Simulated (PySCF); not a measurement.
**C4H3F3 (SMILES F/C=C/C=C(F)F) at 6 levels**

We compute a comparison of 6 runs (HF/STO-3G, HF/3-21G, HF/def2-SVP, PBE/6-31G, PBE0/def2-SVP, SVWN5/pcseg-1) of C4H3F3. The job is set up through a Python script.

Program for the calculation: PySCF 2.14.0.

1 further run of the same task is left out (set aside as unsound or not needed).

## 1. Starting point

C4H3F3: 10 atoms, total charge 0, spin state singlet. SMILES: `F/C=C/C=C(F)F`. The coordinates come from a PBE0-D4/def2-TZVP relaxation. This is one conformer, not always the lowest.

Bond lengths: F1–C2 1.334 Å, C2–C3 1.326 Å, C3–C4 1.443 Å, C4–C5 1.324 Å, C5–F6 1.314 Å, C5–F7 1.313 Å, C2–H8 1.084 Å, C3–H9 1.085 Å, C4–H10 1.083 Å. Some angles: F1–C2–C3 121.6°, C2–C3–C4 122.4°, C3–C4–C5 123.5°, C4–C5–F6 125.2°, C4–C5–F7 124.6°, F6–C5–F7 110.2°, F1–C2–H8 112.6°, C3–C2–H8 125.8°, C2–C3–H9 118.6°, C4–C3–H9 119.0°.

## 2. Energy and forces at HF/STO-3G (run 1)

Contents of job.py:

```python
from pyscf import gto

mol = gto.M(
    atom='''
F     -1.554111    -5.409152     0.335615
C     -0.503801    -3.347839    -0.667451
C     -0.581280    -1.132702     0.503045
C      0.542918     1.116261    -0.551233
C      0.490951     3.346894     0.582414
F     -0.569563     3.810444     2.778464
F      1.498931     5.418412    -0.337127
H      0.377756    -3.714824    -2.480643
H     -1.525387    -1.013271     2.318127
H      1.493262     1.040294    -2.361213
''',
    max_memory=1860,
    verbose=4,
    basis='sto-3g',
    unit='bohr',
)

mf = mol.RHF()
mf.conv_tol = 1e-10
mf.kernel()
if not mf.converged:
    mf = mf.newton().run(mf.mo_coeff, mf.mo_occ)

e_final = mf.e_tot
print('E = %.10f Eh' % e_final)
grad = mf.nuc_grad_method().kernel()
mf.analyze()
```

On the command line:

```bash
$ OMP_NUM_THREADS=1 python job.py
```

Standard output:

```text
PySCF version 2.14.0

[... 83 lines left out ...]
Two-electron Energy =                  450.067751945354985
[... 9 lines left out ...]
MO #6   energy= -11.0401389679595  occ= 2
[... 7 lines left out ...]
MO #14  energy= -0.738780900159276 occ= 2
[... 7 lines left out ...]
MO #22  energy= -0.495733559102306 occ= 2
[... 7 lines left out ...]
MO #30  energy= 0.529991340247957  occ= 0
[... 7 lines left out ...]
MO #38  energy= 1.07160208459674   occ= 0
[... 51 lines left out ...]
Dipole moment(X, Y, Z, Debye):  0.41651,  0.16286, -0.70207
```

It took 5.4 s on 1 thread of Intel Xeon at 2.50GHz (Skylake/Cascade Lake), shared host; peak memory 0.12 GiB.

## 3. Energy and gradient at HF/3-21G (run 2)

Contents of input.py:

```python
# FC=CC=C(F)F
import pyscf.grad
from pyscf import gto

mol = gto.Mole()
mol.atom = '''
F   -0.822400  -2.862400   0.177600
C   -0.266600  -1.771600  -0.353200
C   -0.307600  -0.599400   0.266200
C    0.287300   0.590700  -0.291700
C    0.259800   1.771100   0.308200
F   -0.301400   2.016400   1.470300
F    0.793200   2.867300  -0.178400
H    0.199900  -1.965800  -1.312700
H   -0.807200  -0.536200   1.226700
H    0.790200   0.550500  -1.249500
'''
mol.verbose = 3
mol.basis = '3-21g'
mol.spin = 0
mol.max_memory = 1860
mol.build()

myscf = mol.RHF()
myscf.conv_tol = 1e-10
myscf.kernel()
if not myscf.converged:
    myscf = myscf.newton().run(myscf.mo_coeff, myscf.mo_occ)

energy = myscf.e_tot
print('Final energy', energy)
grad = myscf.Gradients().kernel()
myscf.analyze()
```

On the command line:

```bash
$ OMP_NUM_THREADS=1 python input.py
```

Standard output:

```text
converged SCF energy = -449.020515605441
[... 18 lines left out ...]
MO #9   energy= -1.64064877659853  occ= 2
[... 11 lines left out ...]
MO #21  energy= -0.679654671012595 occ= 2
[... 11 lines left out ...]
MO #33  energy= 0.356196401065185  occ= 0
[... 11 lines left out ...]
MO #45  energy= 1.05214091249258   occ= 0
[... 11 lines left out ...]
MO #57  energy= 2.09637822268099   occ= 0
[... 11 lines left out ...]
MO #69  energy= 4.28213437638374   occ= 0
[... 11 lines left out ...]
Dipole moment(X, Y, Z, Debye):  0.75000, -0.13918, -1.46523
```

It took 6 s on 1 thread of Intel Xeon at 2.50GHz (Skylake/Cascade Lake), shared host; peak memory 0.14 GiB.

## 4. Energy and forces at HF/def2-SVP (run 3)

Contents of calc.py:

```python
from pyscf import gto, scf

mol = gto.Mole()
mol.atom = '''
F       -0.822400      -2.862400       0.177600
C       -0.266600      -1.771600      -0.353200
C       -0.307600      -0.599400       0.266200
C        0.287300       0.590700      -0.291700
C        0.259800       1.771100       0.308200
F       -0.301400       2.016400       1.470300
F        0.793200       2.867300      -0.178400
H        0.199900      -1.965800      -1.312700
H       -0.807200      -0.536200       1.226700
H        0.790200       0.550500      -1.249500
'''
mol.max_memory = 1860
mol.basis = 'def2-svp'
mol.verbose = 3
mol.charge = 0
mol.build()

myscf = scf.RHF(mol)
myscf.conv_tol = 1e-10
myscf.kernel()
if not myscf.converged:
    myscf = myscf.newton().run(myscf.mo_coeff, myscf.mo_occ)

energy = myscf.e_tot
print('E = %.10f Eh' % energy)
grad = myscf.nuc_grad_method().kernel()
dip = myscf.dip_moment()
pop, q = myscf.mulliken_pop()
```

On the command line:

```bash
$ OMP_NUM_THREADS=1 python calc.py
```

Standard output:

```text
converged SCF energy = -451.119713797811
[... 9 lines left out ...]
Dipole moment(X, Y, Z, Debye):  0.71267, -0.04900, -1.35346
[... 124 lines left out ...]
charge of    9H =      0.07791
```

Wall time 28 s (1 thread of Intel Xeon at 2.50GHz (Skylake/Cascade Lake), shared host); peak memory 0.27 GiB.

Runs 4 to 5 aren't shown in full; the table further down has their settings and results.

## 5. Energy and gradient at SVWN5/pcseg-1 (run 6)

Contents of run.py:

```python
import pyscf.grad
from pyscf import gto, dft

mol = gto.Mole()
mol.atom = '''
F     -1.554111    -5.409152     0.335615
C     -0.503801    -3.347839    -0.667451
C     -0.581280    -1.132702     0.503045
C      0.542918     1.116261    -0.551233
C      0.490951     3.346894     0.582414
F     -0.569563     3.810444     2.778464
F      1.498931     5.418412    -0.337127
H      0.377756    -3.714824    -2.480643
H     -1.525387    -1.013271     2.318127
H      1.493262     1.040294    -2.361213
'''
mol.basis = 'pcseg-1'
mol.spin = 0
mol.unit = 'bohr'
mol.charge = 0
mol.verbose = 3
mol.max_memory = 1860
mol.build()

mf = dft.RKS(mol)
mf.xc = 'svwn'
mf.conv_tol = 1e-10
mf.grids.level = 5
mf.kernel()
if not mf.converged:
    mf = mf.newton().run(mf.mo_coeff, mf.mo_occ)

energy = mf.e_tot
print('E = %.10f Eh' % energy)
grad = mf.Gradients().kernel()
mf.analyze()
```

On the command line:

```bash
$ OMP_NUM_THREADS=1 python run.py
```

Standard output:

```text
converged SCF energy = -450.325260513136
[... 27 lines left out ...]
MO #18  energy= -0.462329449705736 occ= 2
[... 18 lines left out ...]
MO #37  energy= 0.272802135675354  occ= 0
[... 18 lines left out ...]
MO #56  energy= 0.911008743075524  occ= 0
[... 18 lines left out ...]
MO #75  energy= 1.74069348740127   occ= 0
[... 18 lines left out ...]
MO #94  energy= 2.36477005244155   occ= 0
[... 18 lines left out ...]
MO #113 energy= 3.49722391700599   occ= 0
[... 11 lines left out ...]
Dipole moment(X, Y, Z, Debye):  0.56034,  0.04602, -1.02482
```

Run time: 86 s. Hardware: 1 thread of Intel Xeon at 2.50GHz (Skylake/Cascade Lake), shared host; peak memory 0.66 GiB.

## 6. The series

| run | level | integration grid | energy (Eh) | dipole moment (D) | HOMO energy (eV) | LUMO energy (eV) | wall time |
| --- | --- | --- | --- | --- | --- | --- | --- |
| 1 | HF/STO-3G | – | -445.400327 | 0.83 | -6.49 | 6.61 | 5.4 s |
| 2 | HF/3-21G | – | -449.020516 | 1.65 | -9.08 | 3.32 | 6 s |
| 3 | HF/def2-SVP | – | -451.119714 | 1.53 | -9.19 | 3.28 | 28 s |
| 4 | PBE/6-31G | 5 | -453.116235 | 1.24 | -5.33 | -1.33 | 62 s |
| 5 | PBE0/def2-SVP | 5 | -452.895628 | 1.19 | -6.59 | -0.52 | 94 s |
| 6 | SVWN5/pcseg-1 | 5 | -450.325261 | 1.17 | -5.76 | -1.78 | 86 s |

## 7. Summary of results

| quantity | value |
| --- | --- |
| run 6: total energy | -450.32526 Eh |
| run 6: dipole moment | 1.17 D |
| run 6: HOMO energy | -5.76 eV |
| run 6: LUMO energy | -1.78 eV |
| run 6: HOMO–LUMO gap | 3.98 eV |
| run 6: largest force on an atom | 0.905 eV/Å |

In words: The dipole moment (its size) runs from 0.83 D (HF/STO-3G) to 1.65 D (HF/3-21G). The HOMO–LUMO gap runs from 3.98 eV (SVWN5/pcseg-1) to 13.10 eV (HF/STO-3G). The two ends differ in method and basis. Totals of different functionals can't be ranked against each other. In run 1 the basis is minimal, so the values are rough. All runs together took 4.7 min, the longest 94 s.
